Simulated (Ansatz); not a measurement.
Wanted: the native input for an Ansatz 0.2.0 run.

```
Task                : relaxation of cell and atoms
Functional          : PBE
Dispersion          : D3(BJ)
Potentials or basis : Ansatz PAW
Cutoff              : 420 eV (not typed: the program's choice for these potentials)
k mesh              : 7 × 7 × 7
Occupations         : fermi-dirac, width 0.05 eV
Spin                : no spin polarisation
```

The system is BiTe.

```xyz
2
Lattice="0.0000 3.2350 3.2350 3.2350 0.0000 3.2350 3.2350 3.2350 0.0000" Properties=species:S:1:pos:R:3 pbc="T T T"
Bi    0.0000    0.0000    0.0000
Te    3.2350    3.2350    3.2350
```

These files were run (other wordings do the same):

input.yaml

```yaml
crystal:
  lattice:
    - [0.0, 3.235, 3.235]
    - [3.235, 0.0, 3.235]
    - [3.235, 3.235, 0.0]
  atoms:
    - { symbol: Bi, position: [0.0, 0.0, 0.0] }
    - { symbol: Te, position: [0.5, 0.5, 0.5] }
hamiltonian:
  xc: pbe
  pseudopotentials: { kind: paw }
  dispersion: d3bj
kpoints:
  mp_grid: { grid: [7, 7, 7] }
scf:
  occupations: { method: fermi_dirac, width: 0.05 }
output:
  forces: true
  stress: true
  eigenvalues: true
relax:
  f_tol: 0.01
  max_steps: 40
  cell: { stress_tol: 0.05 }
```

Potentials or basis: Ansatz PAW.

Launch:

```console
$ ansatz run input.yaml --threads 2 --pin off --max-ram 5632MiB --backend cpu --events-out ev --progress --plain --runs-dir out
```

Results of the run:

```json
{
  "Relaxed volume": "32.99 Å³/atom",
  "Relaxed cell": "a = 4.536 Å, b = 4.536 Å, c = 4.536 Å, α = 60.00°, β = 60.00°, γ = 60.00°",
  "Space group after relaxing (to 0.05 Å)": "Fm-3m (No. 225)",
  "Energy gained by relaxing": "3.7 meV/atom",
  "Ionic steps": "4",
  "Pressure after relaxing": "0.0 GPa",
  "Band gap on the k mesh": "none (metal or under the smearing width)"
}
```

Caveat: the plane-wave basis is chosen anew once the cell has moved, so the energies of steps on either side of that aren't comparable; spin-orbit coupling is left out, which moves the levels of the heavy elements; pairwise dispersion overbinds metals, which lowers pressure and volume.

It took 3.3 s on 2 threads of Arm Neoverse V2 (shared host), peak memory 0.35 GiB.
